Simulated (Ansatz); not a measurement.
# C₂H₆GeO₂: one species, many methods

An exercise on one series of results from a longer session: the logs are not shown, and one member is left open.

Computed with Ansatz 0.2.0, Gaussian basis. Level: functionals in def2-TZVPP, the program's frozen cores in correlated methods.

Levels to be run: PBE-D4, r2SCAN-D4, PBE0-D4, B3LYP-D4, ωB97X-V, ωB97M-V, B2PLYP; CCSD(T)/def2-TZVPP; MP2/def2-QZVPP; extrapolation to the limit.

## Structure used throughout

The geometry comes from an earlier relaxation with PBE0-D4 in a triple-zeta def2 set; it is a stationary point, not always the lowest conformer.

SMILES `[CH3][GeH2][O]C=O`, 11 atoms, charge 0, spin multiplicity 1.

Atoms are counted from 1 here; the program's logs count them from 0.

Bond lengths: C1–Ge2 1.935 Å, C1–H6 1.091 Å, C1–H7 1.092 Å, C1–H8 1.089 Å, Ge2–O3 1.847 Å, Ge2–H9 1.535 Å, Ge2–H10 1.532 Å, O3–C4 1.315 Å, C4–O5 1.204 Å, C4–H11 1.101 Å. Angles: Ge2–C1–H6 109.8°, Ge2–C1–H7 109.7°, Ge2–C1–H8 109.6°, H6–C1–H7 108.6°, H6–C1–H8 109.5°, H7–C1–H8 109.5°, C1–Ge2–O3 109.4°, C1–Ge2–H9 113.0°, C1–Ge2–H10 114.8°, O3–Ge2–H9 99.5°, O3–Ge2–H10 107.3°, H9–Ge2–H10 111.5°, Ge2–O3–C4 115.0°, O3–C4–O5 125.2°, O3–C4–H11 111.5°, O5–C4–H11 123.3°.

Set-up of the first run:

Contents of in.yaml:

```yaml
crystal:
  periodic: [false, false, false]
  atoms:
    - {symbol: C, position_ang: [-1.157735, 0.653417, 0.901252]}
    - {symbol: Ge, position_ang: [0.695987, 0.119567, 0.743756]}
    - {symbol: O, position_ang: [0.838675, -1.242626, -0.495816]}
    - {symbol: C, position_ang: [0.532478, -0.905070, -1.729499]}
    - {symbol: O, position_ang: [0.168541, 0.187836, -2.079327]}
    - {symbol: H, position_ang: [-1.783013, -0.224630, 1.067023]}
    - {symbol: H, position_ang: [-1.274725, 1.330045, 1.749848]}
    - {symbol: H, position_ang: [-1.472424, 1.156501, -0.011497]}
    - {symbol: H, position_ang: [1.216815, -0.613280, 1.988518]}
    - {symbol: H, position_ang: [1.652076, 1.234910, 0.308073]}
    - {symbol: H, position_ang: [0.648625, -1.753871, -2.421733]}
basis:
  gaussian: {orbitals: def2-TZVPP}
hamiltonian: {xc: pbe, dispersion: d4}
output: {forces: true, orbitals: {seedname: orbitals}}
```

On the command line:

```console
> ansatz run in.yaml --threads 4 --pin off --events-out ev --progress --plain --max-ram 10444MiB
```

Steps of the session up to this table: PBE-D4 (GGA); r2SCAN-D4 (meta-GGA); PBE0-D4 (hybrid); B3LYP-D4 (hybrid); ωB97X-V (range-separated); ωB97M-V (range-separated); B2PLYP (double hybrid); CCSD(T) in def2-TZVPP; MP2 in def2-QZVPP.

One table of the session follows, with a row left open; its other results are not shown here.

| method | atomisation energy (kJ/mol) |
| --- | --- |
| PBE-D4 | 4261.2 |
| r2SCAN-D4 | 4186.6 |
| PBE0-D4 | 4159.2 |
| B3LYP-D4 | 4153.5 |
| ωB97X-V | 4183.1 |
| ωB97M-V | 4167.9 |
| B2PLYP | 4125.5 |
| HF/def2-TZVPP | 2951.1 |
| MP2/def2-TZVPP | 4159.4 |
| CCSD/def2-TZVPP | ? |
| CCSD(T)/def2-TZVPP | 4079.0 |
| MP2/CBS | 4255.0 |
| CCSD(T)/CBS | 4174.5 |

**Question.** Estimate the row for CCSD/def2-TZVPP.

The run gave: atomisation energy (kJ/mol): 4006.5. In the column «atomisation energy (kJ/mol)» it lies between HF/def2-TZVPP (2951.1) and CCSD(T)/def2-TZVPP (4079.0).
